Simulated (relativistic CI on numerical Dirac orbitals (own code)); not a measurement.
# Ru²⁺: M2,3 absorption multiplets

Wanted: the shape of the M2,3 absorption spectrum of Ru²⁺ in 5 surroundings, from the same atomic integrals.

Method: Dirac-Coulomb-Breit CI, KLI orbitals optimised for each configuration, model QED (radiative potential, 1s self-energy scaled to tabulated hydrogen-like ionisation energies), valence Slater integrals scaled by 0.8, multiplet model of core-to-valence dipole absorption. Code: relativistic CI on numerical Dirac orbitals (own code) version 1.

### Step 1. Starting point

| Item | Value |
| --- | --- |
| ion | Ru²⁺ (Ru III) |
| nuclear charge | 44 |
| electrons | 42 |
| configurations | [Kr] 4d6 → [Ne] 3s2 3p5 3d10 4s2 4p6 4d7 |
| magnetising field for the dichroism, Lz and Sz | exchange field 10 meV on Sz; these come from the lowest magnetised state alone (0 K) |
| temperature of the isotropic spectrum | 80 K |
| widths | Lorentz 2 eV, Gauss 0.4 eV |
| surrounding 1 | free ion |
| surrounding 2 | Oh, 10Dq = 4700 cm⁻¹ |
| surrounding 3 | Oh, 10Dq = 10650 cm⁻¹ |
| surrounding 4 | Oh, 10Dq = 16550 cm⁻¹ |
| surrounding 5 | Oh, 10Dq = 22500 cm⁻¹ |

### Step 2. Surrounding 1: free ion

Settings, as recorded:

```ini
atom Ru  Z=44  charge=2  electrons=42
nucleus A=102  rms_radius_fm=4.4809
hamiltonian dirac-coulomb  breit=on  qed=on  c_scale=1
orbitals kli  potential=per-configuration
slater_scale 0.8
correlation none
mixing on
configurations
  [Kr] 4d6
  [Ne] 3s2 3p5 3d10 4s2 4p6 4d7
end
absorption M2,3 T=80 lorentz=2 gauss=0.4
crystal_field free
```

Results of the run (chosen fields of its result record, rounded):

```text
{
  "status": "converged",
  "curve, one point in 3 above 2 % of the maximum [energy, isotropic, mcd, ld] [eV; bohr^2/eV]": [
    [457.5, 1.971e-05, -1.501e-05, 5.853e-06],
    [458.25, 2.429e-05, -1.83e-05, 7.35e-06],
    [459, 3.066e-05, -2.28e-05, 9.502e-06],
    [459.75, 3.991e-05, -2.92e-05, 1.274e-05],
    [460.5, 5.406e-05, -3.872e-05, 1.789e-05],
    [461.25, 7.718e-05, -5.377e-05, 2.671e-05],
    [462, 0.0001185, -7.954e-05, 4.334e-05],
    [462.75, 0.0002012, -0.0001286, 7.871e-05],
    [463.5, 0.0003882, -0.0002335, 0.0001634],
    [464.25, 0.0007647, -0.0004443, 0.000336],
    [465, 0.0009231, -0.0006767, 0.0002934],
    [465.75, 0.0006459, -0.0007638, -3.039e-05],
    [466.5, 0.0003632, -0.0004859, -6.247e-05],
    [467.25, 0.000194, -0.0002445, -2.112e-05],
    [468, 0.0001144, -0.000134, -4.219e-06],
    [468.75, 7.476e-05, -8.265e-05, 1.224e-06],
    [469.5, 5.264e-05, -5.573e-05, 2.952e-06],
    [470.25, 3.914e-05, -4.003e-05, 3.413e-06],
    [471, 3.034e-05, -3.013e-05, 3.438e-06],
    [471.75, 2.429e-05, -2.351e-05, 3.327e-06],
    [472.5, 1.998e-05, -1.887e-05, 3.192e-06],
    [484.5, 2.667e-05, -5.3e-06, 2.649e-05],
    [485.25, 4.297e-05, -6.25e-06, 4.495e-05],
    [486, 8.003e-05, -8.011e-06, 8.696e-05],
    [486.75, 0.0001583, -1.272e-05, 0.0001743],
    [487.5, 0.0002012, -3.223e-05, 0.0002149],
    [488.25, 0.0001269, -4.435e-05, 0.0001212],
    [489, 6.963e-05, -3.935e-05, 5.29e-05],
    [489.75, 3.932e-05, -2.256e-05, 2.87e-05],
    [490.5, 2.402e-05, -1.22e-05, 1.872e-05]
  ],
  "sticks, the strongest [energy, strength] [eV, bohr^2]": [
    [464.56, 0.0002661],
    [464.65, 0.0002613],
    [464.72, 0.001412],
    [464.77, 0.0004132],
    [464.83, 0.0002853],
    [464.96, 2.812e-05],
    [465.73, 0.0006525],
    [466.14, 2.758e-05],
    [487.2, 0.0002406],
    [487.29, 0.0001536],
    [487.35, 2.027e-05],
    [487.51, 0.0002056],
    [487.66, 3.472e-05],
    [488.84, 2.888e-05]
  ],
  "total [bohr^2]": 0.00411063,
  "centroid [eV]": 468.726,
  "radial 3p6 4d6 [Ha, bohr]": {"<r^-3>(4d)": 6.0126, "<r^1>(4d)": 1.5212, "<r^2>(4d)": 2.7519, "<r^4>(4d)": 13.982, "F2(4d,4d)": 0.29808, "F4(4d,4d)": 0.19436, "zeta(4d)": 0.0046108},
  "radial 3p5 4d7 [Ha, bohr]": {"<r^-3>(3p)": 491.83, "<r^1>(3p)": 0.39888, "<r^2>(3p)": 0.18489, "<r^4>(3p)": 0.055142, "zeta(3p)": 0.55046, "<r^-3>(4d)": 6.8155, "<r^1>(4d)": 1.446, "<r^2>(4d)": 2.4848, "<r^4>(4d)": 11.368, "F2(4d,4d)": 0.31361, "F4(4d,4d)": 0.2049, "F2(3p,4d)": 0.15858, "G1(3p,4d)": 0.033379, "G3(3p,4d)": 0.033631, "zeta(4d)": 0.0053614},
  "ground_degeneracy": 9,
  "ground_Lz": -2.01435,
  "ground_Sz": -1.98565,
  "ground_S": 1.98859,
  "core_spin_orbit_splitting [eV]": 22.6273,
  "branching_ratio": 0.831974,
  "edge_boundary [eV]": 477.757,
  "mcd_integrals": [-0.2394, -0.0125662]
}
```

Wall time 0.44 s (1 thread, shared host).

### Step 3. Surrounding 2: Oh, 10Dq = 4700

The settings differ from step 2 so:

```diff
@@ -12,2 +12,2 @@
 absorption M2,3 T=80 lorentz=2 gauss=0.4
-crystal_field free
+crystal_field Oh 10Dq=4700
```

Main fields:

```text
{
  "status": "converged",
  "curve, one point in 4 above 2 % of the maximum [energy, isotropic, mcd, ld] [eV; bohr^2/eV]": [
    [457.25, 1.797e-05, -9.486e-06, 2.938e-08],
    [458.25, 2.361e-05, -1.254e-05, 3.213e-08],
    [459.25, 3.243e-05, -1.733e-05, 2.834e-08],
    [460.25, 4.733e-05, -2.545e-05, 3.91e-09],
    [461.25, 7.536e-05, -4.082e-05, -8.708e-08],
    [462.25, 0.0001372, -7.503e-05, -4.171e-07],
    [463.25, 0.0003052, -0.0001685, -1.592e-06],
    [464.25, 0.0007231, -0.0003756, -3.419e-06],
    [465.25, 0.0007909, -0.0004284, -3.954e-07],
    [466.25, 0.0004563, -0.0002766, 2.041e-05],
    [467.25, 0.0002135, -0.0001131, 9.502e-06],
    [468.25, 0.0001046, -5.433e-05, 3.424e-06],
    [469.25, 6.072e-05, -3.173e-05, 1.593e-06],
    [470.25, 3.98e-05, -2.063e-05, 8.378e-07],
    [471.25, 2.83e-05, -1.435e-05, 4.528e-07],
    [472.25, 2.134e-05, -1.043e-05, 2.312e-07],
    [483.75, 1.915e-05, 9.554e-06, -3.63e-06],
    [484.75, 3.16e-05, 1.905e-05, -6.971e-06],
    [485.75, 6.525e-05, 4.474e-05, -1.646e-05],
    [486.75, 0.0001586, 0.0001124, -4.196e-05],
    [487.75, 0.0001874, 0.0001135, -3.361e-05],
    [488.75, 0.0001063, 5.464e-05, -3.969e-06],
    [489.75, 5.598e-05, 2.688e-05, 4.013e-06],
    [490.75, 2.727e-05, 1.307e-05, 5.253e-07]
  ],
  "sticks, the strongest [energy, strength] [eV, bohr^2]": [
    [464.31, 0.0001465],
    [464.72, 0.0003425],
    [464.73, 0.0001713],
    [464.74, 0.0003067],
    [464.8, 0.0002683],
    [464.84, 0.0002923],
    [465.05, 0.0002147],
    [465.93, 0.0002066]
  ],
  "total [bohr^2]": 0.00409573,
  "centroid [eV]": 469.176,
  "ground_degeneracy": 3,
  "ground_Lz": -0.80816,
  "ground_Sz": -1.60307,
  "ground_S": 1.99145,
  "core_spin_orbit_splitting [eV]": 22.6273,
  "branching_ratio": 0.815158,
  "edge_boundary [eV]": 477.789,
  "mcd_integrals": [-0.148553, 0.0390698]
}
```

Run time: 0.45 s. Hardware: 1 thread, shared host.

### Step 4. Surrounding 3: Oh, 10Dq = 10650

The settings differ from step 3 so:

```diff
@@ -12,2 +12,2 @@
 absorption M2,3 T=80 lorentz=2 gauss=0.4
-crystal_field Oh 10Dq=4700
+crystal_field Oh 10Dq=10650
```

Main fields:

```text
{
  "status": "converged",
  "curve, one point in 5 above 2 % of the maximum [energy, isotropic, mcd, ld] [eV; bohr^2/eV]": [
    [456.5, 1.498e-05, -7.973e-06, 1.017e-07],
    [457.75, 2.059e-05, -1.112e-05, 1.4e-07],
    [459, 3.015e-05, -1.655e-05, 1.966e-07],
    [460.25, 4.848e-05, -2.718e-05, 2.768e-07],
    [461.5, 9.072e-05, -5.25e-05, 3.423e-07],
    [462.75, 0.000221, -0.0001344, 1.801e-08],
    [464, 0.0006086, -0.0003271, 8.86e-06],
    [465.25, 0.0006826, -0.0003792, -7.374e-06],
    [466.5, 0.0004152, -0.0002309, 1.729e-05],
    [467.75, 0.0001765, -7.022e-05, 8.896e-06],
    [469, 7.672e-05, -3.321e-05, 2.637e-06],
    [470.25, 4.245e-05, -1.942e-05, 1.107e-06],
    [471.5, 2.734e-05, -1.248e-05, 5.224e-07],
    [472.75, 1.939e-05, -8.493e-06, 2.215e-07],
    [474, 1.474e-05, -5.954e-06, 3.52e-08],
    [484, 2.124e-05, 1.221e-05, -4.934e-06],
    [485.25, 4.452e-05, 3.082e-05, -1.256e-05],
    [486.5, 0.0001268, 9.318e-05, -4.01e-05],
    [487.75, 0.0001604, 0.0001153, -3.515e-05],
    [489, 0.0001086, 7.248e-05, -4.188e-06],
    [490.25, 5.378e-05, 3.182e-05, 5.296e-06],
    [491.5, 2.237e-05, 1.287e-05, 5.426e-07]
  ],
  "sticks, the strongest [energy, strength] [eV, bohr^2]": [
    [464, 0.0002102],
    [464.01, 0.0001757],
    [464.11, 0.0002134],
    [464.12, 0.0001381],
    [464.42, 0.0002099],
    [464.67, 0.0002528],
    [465.39, 0.0001907],
    [465.41, 0.0002747]
  ],
  "total [bohr^2]": 0.00409233,
  "centroid [eV]": 469.336,
  "ground_degeneracy": 3,
  "ground_Lz": -0.724015,
  "ground_Sz": -1.6071,
  "ground_S": 1.98962,
  "core_spin_orbit_splitting [eV]": 22.6273,
  "branching_ratio": 0.811319,
  "edge_boundary [eV]": 478.691,
  "mcd_integrals": [-0.145181, 0.0451276]
}
```

It took 0.45 s on 1 thread, shared host.

### Step 5. Surrounding 4: Oh, 10Dq = 16550

The settings differ from step 4 so:

```diff
@@ -12,2 +12,2 @@
 absorption M2,3 T=80 lorentz=2 gauss=0.4
-crystal_field Oh 10Dq=10650
+crystal_field Oh 10Dq=16550
```

Main fields:

```text
{
  "status": "converged",
  "curve, one point in 4 above 2 % of the maximum [energy, isotropic, mcd, ld] [eV; bohr^2/eV]": [
    [457.75, 1.907e-05, -7.184e-11, 5.103e-11],
    [458.75, 2.536e-05, 2.068e-10, 7.146e-11],
    [459.75, 3.537e-05, 9.216e-10, 1.057e-10],
    [460.75, 5.271e-05, 2.864e-09, 1.686e-10],
    [461.75, 8.648e-05, 8.807e-09, 3.01e-10],
    [462.75, 0.0001645, 3.033e-08, 6.386e-10],
    [463.75, 0.0003864, 1.052e-07, 1.647e-09],
    [464.75, 0.0008731, -9.49e-08, 2.691e-09],
    [465.75, 0.000698, -2.943e-07, 1.703e-09],
    [466.75, 0.0002895, -5.885e-08, -4.175e-10],
    [467.75, 0.0001429, 8.048e-08, -3.351e-10],
    [468.75, 8.084e-05, 3.989e-08, -1.776e-10],
    [469.75, 5.244e-05, 1.533e-08, -1.405e-10],
    [470.75, 3.615e-05, 7.058e-09, -8.428e-11],
    [471.75, 2.567e-05, 1.897e-09, -2.762e-11],
    [472.75, 1.971e-05, 6.37e-10, -1.104e-11],
    [484.5, 2.718e-05, -3.916e-10, -3.056e-10],
    [485.5, 5.02e-05, -2.147e-09, -6.082e-10],
    [486.5, 0.0001182, -9.26e-09, -1.503e-09],
    [487.5, 0.0002502, -1.19e-08, -3.147e-09],
    [488.5, 0.0001575, 4.143e-08, -1.75e-09],
    [489.5, 6.593e-05, 3.506e-08, -7.259e-10],
    [490.5, 3.467e-05, 3.101e-08, -4.335e-10],
    [491.5, 2.223e-05, 1.553e-08, -1.541e-10]
  ],
  "sticks, the strongest [energy, strength] [eV, bohr^2]": [
    [464.61, 0.0004818],
    [465.03, 0.0008504],
    [465.11, 0.0006706],
    [465.23, 0.0006077],
    [465.25, 0.0005027],
    [487.6, 0.0007025],
    [487.75, 6.385e-05],
    [488.12, 5.618e-05]
  ],
  "total [bohr^2]": 0.00408537,
  "centroid [eV]": 469.817,
  "ground_degeneracy": 1,
  "ground_Lz": -2.01669e-05,
  "ground_Sz": -0.000676525,
  "ground_S": 0.103777,
  "core_spin_orbit_splitting [eV]": 22.6273,
  "branching_ratio": 0.793013,
  "edge_boundary [eV]": 480.413,
  "mcd_integrals": [-1.3578e-05, 1.04569e-05]
}
```

It took 0.43 s on 1 thread, shared host.

### Step 6. Surrounding 5: Oh, 10Dq = 22500

The settings differ from step 5 so:

```diff
@@ -12,2 +12,2 @@
 absorption M2,3 T=80 lorentz=2 gauss=0.4
-crystal_field Oh 10Dq=16550
+crystal_field Oh 10Dq=22500
```

Main fields:

```text
{
  "status": "converged",
  "curve, one point in 4 above 2 % of the maximum [energy, isotropic, mcd, ld] [eV; bohr^2/eV]": [
    [458.25, 1.866e-05, 2.854e-10, 1.585e-11],
    [459.25, 2.487e-05, 5.232e-10, 2.198e-11],
    [460.25, 3.478e-05, 1.026e-09, 3.218e-11],
    [461.25, 5.203e-05, 2.221e-09, 5.083e-11],
    [462.25, 8.587e-05, 5.539e-09, 8.98e-11],
    [463.25, 0.0001648, 1.678e-08, 1.886e-10],
    [464.25, 0.0003911, 5.44e-08, 4.841e-10],
    [465.25, 0.0008661, -3.053e-08, 7.862e-10],
    [466.25, 0.0006446, -1.067e-07, 4.72e-10],
    [467.25, 0.0002583, -2.75e-08, 7.471e-11],
    [468.25, 0.0001283, 2.078e-08, -6.72e-11],
    [469.25, 7.484e-05, 2.714e-08, -1.743e-11],
    [470.25, 4.859e-05, 1.079e-08, -2.342e-11],
    [471.25, 3.389e-05, 3.544e-09, -1.688e-11],
    [472.25, 2.471e-05, 1.869e-09, -9.561e-12],
    [473.25, 1.866e-05, 8.407e-10, -1.775e-12],
    [484.75, 2.759e-05, -2.03e-10, -6.749e-11],
    [485.75, 4.942e-05, -5.838e-10, -1.291e-10],
    [486.75, 0.0001118, -1.918e-09, -3.035e-10],
    [487.75, 0.0002665, -5.137e-09, -7.357e-10],
    [488.75, 0.0002088, 3.19e-09, -5.784e-10],
    [489.75, 8.336e-05, 8.996e-09, -2.188e-10],
    [490.75, 4.046e-05, 4.53e-09, -1.076e-10],
    [491.75, 2.415e-05, 2.859e-09, -6.321e-11]
  ],
  "sticks, the strongest [energy, strength] [eV, bohr^2]": [
    [465.06, 0.0004919],
    [465.6, 0.002545],
    [466.19, 7.305e-06],
    [466.31, 1.203e-05],
    [468.4, 9.374e-06],
    [488.08, 0.000931],
    [489.22, 5.649e-06],
    [492.58, 6.49e-06]
  ],
  "total [bohr^2]": 0.0040629,
  "centroid [eV]": 470.854,
  "ground_degeneracy": 1,
  "ground_Lz": -3.9749e-06,
  "ground_Sz": -0.000159556,
  "ground_S": 0.0434286,
  "core_spin_orbit_splitting [eV]": 22.6273,
  "branching_ratio": 0.766068,
  "edge_boundary [eV]": 481.497,
  "mcd_integrals": [-1.6923e-06, 1.36009e-06]
}
```

Run time: 0.43 s. Hardware: 1 thread, shared host.

### Step 7. Comparison

| surrounding | ground S | Lz (0 K) | Sz (0 K) | centroid (eV) | share of the lower edge | up to four highest peaks (% of the highest), eV |
| --- | --- | --- | --- | --- | --- | --- |
| 1: free | 1.99 | -2.01 | -1.99 | 468.73 | 0.832 | 464.8 (100), 487.2 (22) |
| 2: Oh | 1.99 | -0.81 | -1.60 | 469.18 | 0.815 | 464.8 (100), 487.5 (23) |
| 3: Oh | 1.99 | -0.72 | -1.61 | 469.34 | 0.811 | 464.8 (100), 487.2 (24) |
| 4: Oh | 0.10 | 0.00 | 0.00 | 469.82 | 0.793 | 465.0 (100), 487.8 (27) |
| 5: Oh | 0.04 | 0.00 | 0.00 | 470.85 | 0.766 | 465.5 (100), 488.0 (32) |

### Step 8. Results

| quantity | value |
| --- | --- |
| highest peak, first run | 464.8 eV |
| ground spin (effective S from ⟨S²⟩) | 0.04 to 1.99 |
| share of the lower edge | 0.766 to 0.832 |
| core spin-orbit splitting (without Breit) | 22.63 eV |

In words: The ground spin changes between the runs (1.99 to 0.04), and the line shape with it. The lower edge takes 0.83 of the intensity in surrounding 1, above the statistical 0.67. The position of the maximum differs by up to 0.8 eV between the surroundings, by shifts of peaks or by peaks exchanging rank. Edge positions are free-ion values and differ from those in solids by a few eV or more.
